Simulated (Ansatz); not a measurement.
# MgB2: the cost of one run

Program: Ansatz 0.2.0. Level of theory: DFT PBE, scalar-relativistic, plane waves, PAW. These are calculated values, not measurements.

2 further runs of the same task are left out: 2 set aside as unsound or not needed.

## 1. The system as given

The structure is hexagonal, space group P6/mmm (No. 191). Conventional cell: a = 3.075 Å, b = 3.075 Å, c = 3.526 Å, α = 90.00°, β = 90.00°, γ = 120.00°. Around Mg (site symmetry 6/mmm) lie 12 B at 2.50 Å. B (site symmetry -6m2) has 3 B at 1.78 Å and 6 Mg at 2.50 Å as nearest neighbours.

As a file:

```cif
data_structure
_symmetry_space_group_name_H-M 'P 1'
_symmetry_Int_Tables_number 1
_cell_length_a 3.0755
_cell_length_b 3.0755
_cell_length_c 3.5259
_cell_angle_alpha 90.000
_cell_angle_beta 90.000
_cell_angle_gamma 120.000
_cell_volume 28.88
loop_
_atom_site_label
_atom_site_type_symbol
_atom_site_fract_x
_atom_site_fract_y
_atom_site_fract_z
_atom_site_occupancy
Mg1 Mg 0.00000 0.00000 0.00000 1
B1 B 0.33333 0.66667 0.50000 1
B2 B 0.66667 0.33333 0.50000 1
```

This cell was relaxed beforehand with the same method: volume 9.63 Å³/atom, gap on the mesh none (metal).

## 2. Strained cells: the elastic tensor

input.yaml

```yaml
crystal:
  lattice:
    - [3.0754729966, 0.0, 0.0]
    - [-1.5377364983, 2.6634377437, 0.0]
    - [0.0, 0.0, 3.5258527696]
  atoms:
    - { symbol: Mg, position: [0.0, 0.0, 0.0] }
    - { symbol: B, position: [0.3333333333, 0.6666666667, 0.5] }
    - { symbol: B, position: [0.6666666667, 0.3333333333, 0.5] }
basis:
  ecutwfc: 420
kpoints:
  mp_grid: { grid: [15, 15, 12] }
hamiltonian:
  xc: pbe
scf:
  occupations: { method: fermi_dirac, width: 0.15 }
output:
  forces: true
  stress: true
  eigenvalues: true
elastic:
  mode: relaxed_ion
  amplitude: 0.005
  stencil: two_point
```

Started as:

```console
ansatz run input.yaml --threads 1 --pin off --max-ram 2560MiB --backend cpu --events-out ev --progress --plain --runs-dir out
```

What time and memory should one allow on 1 thread of Intel Xeon 6975P-C (Granite Rapids), shared host?

About 92 s, with a peak of 0.59 GiB.
